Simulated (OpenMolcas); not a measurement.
# Nd²⁺ among point charges: CASSCF levels and susceptibility

Aim: the splitting of the states of Nd²⁺ in the field of 4 point charges, its lowest levels with spin-orbit coupling and its magnetic susceptibility.

Program: OpenMolcas 26.06. Level of theory: state-averaged CASSCF, spin-orbit coupling by RASSI with atomic mean-field integrals. These are calculated values, not measurements, unless marked.

## Step 1: The atom as given

* Species: Nd²⁺ (neodymium, Z = 60, 58 electrons)
* Basis: ANO-RCC-VDZP [7s6p4d2f1g], 68 functions
* Scalar Hamiltonian: DKH2, point nucleus
* Inactive shells: 1s 2s 2p 3s 3p 3d 4s 4p 4d 5s 5p
* Active space: 4 electrons in 7 orbitals (4f)
* Some configurations of this space: 4f4
* Orbitals: optimised for the highest spin of each parity, averaged over all roots

The outer shells:

4f4
```
4f [↑ ][↑ ][↑ ][↑ ][  ][  ][  ]
```

The ion sits among 4 point charges of -2 e arranged as a tetrahedron (Td), 2.77 Å from the ion.

The work runs as a chain of OpenMolcas steps in one folder; each step below is one input file. Labels, J, g values, rates, χT and fits are worked out afterwards by a script from the matrices that RASSI stores.

## Step 2: One- and two-electron integrals

Input file a.inp:

```
&GATEWAY
Coord
1

Nd 0.0 0.0 0.0
Basis=ANO-RCC-VDZP
Group=NoSym
NoMove
AngMom=0.0 0.0 0.0
AMFI
XField
4 Angstrom 0
1.599260 1.599260 1.599260 -2.000000
1.599260 -1.599260 -1.599260 -2.000000
-1.599260 1.599260 -1.599260 -2.000000
-1.599260 -1.599260 1.599260 -2.000000
&SEWARD
```

On the command line:

```bash
> OMP_NUM_THREADS=1 MOLCAS_MEM=2252 MOLCAS_PROJECT=a pymolcas a.inp > a.log
```

## Step 3: Reference wave functions, quintets, 35 roots

Input file a.inp:

```
&RASSCF
FileOrb=start.orb
Symmetry=1
Spin=5
nActEl=4 0 0
Inactive=27
Ras2=7
CIRoot=35 35 1
SDav=35
CIMx=300
Iter=120 100
PrWF=0.3
OrbListing=Nothing
MaxOrb=0
>>> COPY $Project.JobIph JOB001
```

start.orb holds the contracted functions of the basis, ordered by shell, or the orbitals of the step before.

## Step 4: CASSCF: triplets, 162 roots

Input file a.inp:

```
&RASSCF
FileOrb=start.orb
Symmetry=1
Spin=3
nActEl=4 0 0
Inactive=27
Ras2=7
CIRoot=162 162 1
SDav=210
CIMx=300
Iter=120 100
PrWF=0.3
OrbListing=Nothing
MaxOrb=0
CIOnly
>>> COPY $Project.JobIph JOB002
```

## Step 5: CASSCF: singlets, 162 roots

Input file a.inp:

```
&RASSCF
FileOrb=start.orb
Symmetry=1
Spin=1
nActEl=4 0 0
Inactive=27
Ras2=7
CIRoot=162 162 1
SDav=196
CIMx=300
Iter=120 100
PrWF=0.3
OrbListing=Nothing
MaxOrb=0
CIOnly
>>> COPY $Project.JobIph JOB003
```

## Step 6: RASSI: spin-orbit coupling between the states

Input file a.inp:

```
&RASSI
NrOfJobIphs=3 33 106 31
1 2 3 4 5 6 7 8 9 10 11 12 13 14 15 16 17 18 19 20 21 22 23 24 25 26 27
28 29 30 31 32 33
1 2 3 4 5 6 7 8 9 10 11 12 13 14 15 16 17 18 19 20 21 22 23 24 25 26 27
28 29 30 31 32 33 34 35 36 37 38 39 40 41 42 43 44 45 46 47 48 49 50 51
52 53 54 55 56 57 58 59 60 61 62 63 64 65 66 67 68 69 70 71 72 73 74 75
76 77 78 79 80 81 82 83 84 85 86 87 88 89 90 91 92 93 94 95 96 97 98 99
100 101 102 103 104 105 106
1 2 3 4 5 6 7 8 9 10 11 12 13 14 15 16 17 18 19 20 21 22 23 24 25 26 27
28 29 30 31
IphNames
JOB001
JOB002
JOB003
EJob
SpinOrbit
DIPRint=1.0
SOCoupling=1000.0
Subsets=2
Property=9
'ANGMOM' 1 'ANGMOM' 2 'ANGMOM' 3 'MLTPL  1' 1 'MLTPL  1' 2 'MLTPL  1' 3
'AMFI' 1 'AMFI' 2 'AMFI' 3
SOProperty=3
'ANGMOM' 1 'ANGMOM' 2 'ANGMOM' 3
```

What does the calculation give? Wanted: spin-free ground state; first state of the same spin within the active space; lowest level; next level.

The runs gave:

```
                                            quantity                            value
                                              method                           CASSCF
                              spin-free ground state  5A2, 1-fold in its orbital part
first state of the same spin within the active space                 5T2 at 21.2 cm⁻¹
                                        lowest level                        1-fold A1
                                          next level                         6.1 cm⁻¹
                                         χT at 300 K                   1.02 cm³ K/mol
                           effective moment at 300 K                          2.86 μB
```

**Reading.** The spin-free ground state (5A2) comes to 100 % from free-ion I terms and keeps the highest spin of the shell. The triplets, singlets rest on orbitals optimised for another spin in at least one step, which raises them against the optimised states. Not all states of the active space went into the spin-orbit step. High states of lower spin are left out of the spin-orbit mixing, and CASSCF puts spin-flip levels too high. This is an electrostatic model: the charges have no orbitals.
